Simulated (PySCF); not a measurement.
# C₅H₈BNS: a tour of settings, part 2 of 2

PySCF 2.14.0. Atoms count from 0.

**5. Ultraviolet spectrum: B97-D/pcseg-1**

Job settings and geometry (Å):

```
{"job": {"kind": "uv", "xc": "B97-D", "basis": "pcseg-1", "nstates": 12, "ntriplets": 2, "tda": false}, "charge": 0, "multiplicity": 1}
C     -2.923711     0.453240     0.103872
C     -1.521701    -0.037178     0.186769
C     -1.076390    -1.321164     0.272688
C      0.329283    -1.418090     0.300764
C      0.987544    -0.219674     0.237853
B      2.510523     0.046488     0.243421
N      2.990789     1.343263     0.201861
S     -0.192232     1.069738     0.140572
H     -3.056782     1.350000     0.706539
H     -3.610393    -0.315401     0.452316
H     -3.180536     0.702154    -0.927257
H     -1.735432    -2.171664     0.315634
H      0.851867    -2.356667     0.367289
H      3.264859    -0.849839     0.282496
H      2.388030     2.149431     0.166942
H      3.966682     1.584307     0.204314
```

With the program's defaults for keys left out, this is: TDDFT B97-D/pcseg-1, vertical, gas phase, core orbitals frozen in the response.

The log of the run:

```text
coarse grid: 14168 points
cycle   1  E = -672.7789000116  dE =  9.887e-01  |g| = 5.901e-01  |ddm| = 4.436e+00
cycle   2  E = -672.6112612442  dE =  1.676e-01  |g| = 9.728e-01  |ddm| = 1.745e+00
cycle   3  E = -672.8596254342  dE = -2.484e-01  |g| = 2.330e-01  |ddm| = 1.376e+00
cycle   4  E = -672.8756454741  dE = -1.602e-02  |g| = 6.217e-02  |ddm| = 3.629e-01
cycle   5  E = -672.8763962989  dE = -7.508e-04  |g| = 3.344e-02  |ddm| = 1.117e-01
cycle   6  E = -672.8766853418  dE = -2.890e-04  |g| = 1.252e-02  |ddm| = 5.388e-02
cycle   7  E = -672.8767265156  dE = -4.117e-05  |g| = 4.196e-03  |ddm| = 1.895e-02
cycle   8  E = -672.8767311392  dE = -4.624e-06  |g| = 8.576e-04  |ddm| = 5.316e-03
final grid: 132968 points
cycle   9  E = -672.9167910371  dE = -4.417e-05  |g| = 1.274e-02  |ddm| = 5.644e-02
cycle  10  E = -672.9166434246  dE =  1.476e-04  |g| = 2.583e-02  |ddm| = 4.556e-02
cycle  11  E = -672.9168315818  dE = -1.882e-04  |g| = 3.531e-03  |ddm| = 3.568e-02
cycle  12  E = -672.9168352720  dE = -3.690e-06  |g| = 7.053e-04  |ddm| = 5.282e-03
cycle  13  E = -672.9168353892  dE = -1.172e-07  |g| = 2.763e-04  |ddm| = 1.065e-03
cycle  14  E = -672.9168354082  dE = -1.904e-08  |g| = 1.216e-04  |ddm| = 4.657e-04
cycle  15  E = -672.9168354121  dE = -3.948e-09  |g| = 3.021e-05  |ddm| = 1.608e-04
cycle  16  E = -672.9168354124  dE = -2.226e-10  |g| = 9.585e-06  |ddm| = 4.152e-05
converged SCF energy = -672.9168354124

Static polarisability (au): isotropic 91.365, principal 46.759 98.191 129.146

Singlet excitations
state   eV       nm        f      main configurations
  1   4.7104    263.2   0.27558   H->L 0.90
  2   5.0350    246.2   0.05187   H-1->L 0.84
  3   5.3687    230.9   0.00141   H->L+1 1.00
  4   5.8671    211.3   0.00241   H-2->L 0.73, H->L+2 0.20
  5   5.9871    207.1   0.00001   H-1->L+1 0.96
  6   6.0917    203.5   0.00112   H-3->L 0.94
  7   6.1423    201.9   0.00127   H->L+3 0.97
  8   6.5910    188.1   0.06065   H->L+2 0.45, H-1->L+2 0.21, H-2->L 0.16
  9   6.7304    184.2   0.00221   H->L+4 0.94
 10   6.7417    183.9   0.00303   H-4->L 0.55, H-1->L+3 0.38
 11   6.8456    181.1   0.00456   H-1->L+3 0.54, H-4->L 0.41
 12   6.9391    178.7   0.18524   H-1->L+2 0.59, H->L+2 0.16

Triplet excitations (Tamm-Dancoff, eV): 3.2692 4.0955
```

Wall time 40 s (1 thread of Intel Xeon at 2.70GHz, shared host); peak memory 0.54 GiB.

Frontier orbitals and where they lie:

| orbital | eV | atoms |
| --- | --- | --- |
| HOMO−3 | -7.57 | B5 27 %, H13 21 %, S7 19 % |
| HOMO−2 | -7.16 | N6 65 %, B5 19 %, C2 5 % |
| HOMO−1 | -5.98 | S7 55 %, C3 21 %, C2 21 % |
| HOMO | -5.37 | C4 30 %, C1 26 %, C2 12 % |
| LUMO | -1.57 | C1 22 %, B5 18 %, C4 16 % |
| LUMO+1 | -0.05 | S7 46 %, C1 14 %, H14 11 % |
| LUMO+2 | 0.41 | C2 31 %, B5 20 %, C1 16 % |

With each of the 12 states as a Gaussian band of 0.4 eV half-width at 1/e, the curve within the window shown has maxima at 261 nm (ε 12,000), 180 nm (ε 9,200) L/(mol cm). Beyond the last state computed it falls off for lack of states. The curve at chosen wavelengths:

nm, ε (L/mol/cm) and a bar:
```
      171       4566 ###########
      176       8084 ####################
      181       9107 ######################
      187       6774 ################
      192       4085 ##########
      197       2085 #####
      202        966 ##
      207        463 
      213        280 
      218        340 
      223        639 #
      228       1310 ###
      233       2495 ######
      239       4670 ###########
      244       6960 #################
      249       9304 #######################
      254      11205 ###########################
      259      12221 ##############################
      265      11998 #############################
      270      10754 ##########################
      275       8913 ######################
      280       6880 #################
      285       4979 ############
      291       3129 #######
      296       2008 ####
      301       1231 ##
```

Further results of this job:

| property | computed |
| --- | --- |
| dipole moment (D) | 1.21 |
| polarisability (Å³) | 13.54 |
| HOMO–LUMO gap (eV) | 3.80 |
| −ε(HOMO) (eV) | 5.37 |

**6. Shielding tensors: KT3/3-21G in acetonitrile**

Settings changed since step 5:

```diff
@@ -1,2 +1,2 @@
-{"job": {"kind": "uv", "xc": "B97-D", "basis": "pcseg-1", "nstates": 12, "ntriplets": 2, "tda": false}, "charge": 0, "multiplicity": 1}
+{"job": {"kind": "nmr", "xc": "KT3", "basis": "3-21G", "solvent": "acetonitrile", "pop": true, "scf": {"guess": "sap"}}, "charge": 0, "multiplicity": 1}
 C     -2.923711     0.453240     0.103872
```

With the program's defaults for keys left out, this is: GIAO KT3/3-21G NMR shielding, non-relativistic, IEF-PCM acetonitrile.

The log of the run:

```text
final grid: 132968 points
cycle   1  E = -669.6209967262  dE =  4.050e+00  |g| = 4.368e+00  |ddm| = 1.466e+01
cycle   2  E = -659.2543594574  dE =  1.037e+01  |g| = 6.684e+00  |ddm| = 2.221e+01
cycle   3  E = -676.5011726117  dE = -1.725e+01  |g| = 1.218e+00  |ddm| = 1.736e+01
cycle   4  E = -676.4287375993  dE =  7.244e-02  |g| = 1.296e+00  |ddm| = 3.380e+00
cycle   5  E = -676.9332173857  dE = -5.045e-01  |g| = 3.863e-01  |ddm| = 2.374e+00
cycle   6  E = -676.9724081234  dE = -3.919e-02  |g| = 1.195e-01  |ddm| = 6.113e-01
cycle   7  E = -676.9746228288  dE = -2.215e-03  |g| = 8.042e-02  |ddm| = 2.245e-01
cycle   8  E = -676.9764572585  dE = -1.834e-03  |g| = 1.156e-02  |ddm| = 1.029e-01
cycle   9  E = -676.9764864225  dE = -2.916e-05  |g| = 5.656e-03  |ddm| = 2.247e-02
cycle  10  E = -676.9764949984  dE = -8.576e-06  |g| = 1.925e-03  |ddm| = 9.436e-03
cycle  11  E = -676.9764959053  dE = -9.069e-07  |g| = 7.895e-04  |ddm| = 3.526e-03
cycle  12  E = -676.9764960609  dE = -1.557e-07  |g| = 1.759e-04  |ddm| = 9.598e-04
cycle  13  E = -676.9764960634  dE = -2.450e-09  |g| = 1.348e-04  |ddm| = 3.300e-04
cycle  14  E = -676.9764960685  dE = -5.111e-09  |g| = 1.016e-05  |ddm| = 1.741e-04
cycle  15  E = -676.9764960685  dE =  3.411e-12  |g| = 1.084e-05  |ddm| = 2.784e-05
converged SCF energy = -676.9764960685

GIAO shielding tensors (ppm)
atom      isotropic    diamagn.    paramagn.     s11        s22        s33       span
  0 C      186.947     245.920     -58.972    172.797    179.919    208.126     35.329
  1 C       81.508     263.925    -182.416     27.553     66.054    150.918    123.365
  2 C      102.567     255.075    -152.508     47.697     99.388    160.616    112.919
  3 C       93.813     255.105    -161.293     33.915     84.933    162.590    128.675
  4 C       84.797     262.007    -177.210     33.913     68.881    151.598    117.685
  5 B      103.139     192.527     -89.388     78.122     95.950    135.344     57.223
  6 N      183.969     320.882    -136.913    105.426    210.842    235.638    130.212
  7 S      432.279    1055.721    -623.442    346.205    448.300    502.332    156.127
  8 H       30.524      29.604       0.919     24.865     29.774     36.932     12.067
  9 H       30.373      30.552      -0.179     24.820     29.225     37.075     12.255
 10 H       30.436      29.051       1.385     25.982     27.993     37.334     11.352
 11 H       26.559      33.282      -6.723     23.510     26.391     29.775      6.265
 12 H       26.275      32.787      -6.512     23.374     26.043     29.408      6.034
 13 H       27.663      30.448      -2.785     25.720     28.049     29.220      3.499
 14 H       28.818      31.491      -2.673     22.615     29.508     34.332     11.717
 15 H       28.723      27.782       0.940     23.866     24.911     37.392     13.526
```

Run time: 17 s. Hardware: 1 thread of Intel Xeon at 2.70GHz, shared host; peak memory 0.7 GiB.

In short: σ C1 81.5, C4 84.8, C3 93.8, C2 102.6, H12 26.27, H11 26.56 ppm.

**7. Comparing the runs: NMR shifts**

Isotropic shieldings (ppm) of some atoms, chosen among heavy atoms and hydrogens apart, means over like atoms, with basis size and wall time:

| run | C1 | C4 | C3 | C2 | H12 | H14 | S7 | functions | time |
| --- | --- | --- | --- | --- | --- | --- | --- | --- | --- |
| mPW1PW91/6-31G | 51.6 | 52.6 | 66.5 | 79.6 | 25.62 | 29.21 | 360 | 92 | 33 s |
| KT3/3-21G in acetonitrile | 81.5 | 84.8 | 93.8 | 102.6 | 26.27 | 28.77 | 432 | 92 | 17 s |

**8. Outcome**

What follows sums up all 2 parts.

| quantity | value |
| --- | --- |
| ¹³C shifts against TMS (mPW1PW91/6-31G) | 149.7, 148.7, 134.8, 121.7, 19.1 ppm |
| ¹H shifts against TMS (mPW1PW91/6-31G, means over atoms taken as alike) | 7.48, 6.96, 5.79, 3.89, 2.72 ppm |
| ¹⁵N shifts against NH3 (mPW1PW91/6-31G) | 83.4 ppm |
| shieldings of B, S (mPW1PW91/6-31G) | B5 88.0, S7 359.7 ppm |
| lowest singlet (B97-D/pcseg-1) | 4.71 eV (263 nm), f = 0.276 |
| lowest triplet | 3.27 eV |
| range of the shielding of S7 | 360 to 432 ppm |
| property runs in this session | 5, of which 0 failed and 2 gave unsound results |

**Reading.** Single values in the summary come from the first run of each kind that ended normally (mPW1PW91/6-31G; B97-D/pcseg-1), which need not be the best level. At mPW1PW91/6-31G: The largest span, 196 ppm, is at S7, where the paramagnetic term is -702 ppm. NICS(1)zz of -20 ppm above the planar ring from C1 marks a diatropic (aromatic) ring current. The lowest singlet, at 4.71 eV, is HOMO→LUMO 0.90 and is bright. The lowest triplet lies 1.44 eV below the lowest singlet (triplets in Tamm-Dancoff, singlets in full TDDFT). In ppm, S7 moves most: its shielding spreads over 73 ppm, from 360 (mPW1PW91/6-31G) to 432 (KT3/3-21G in acetonitrile).
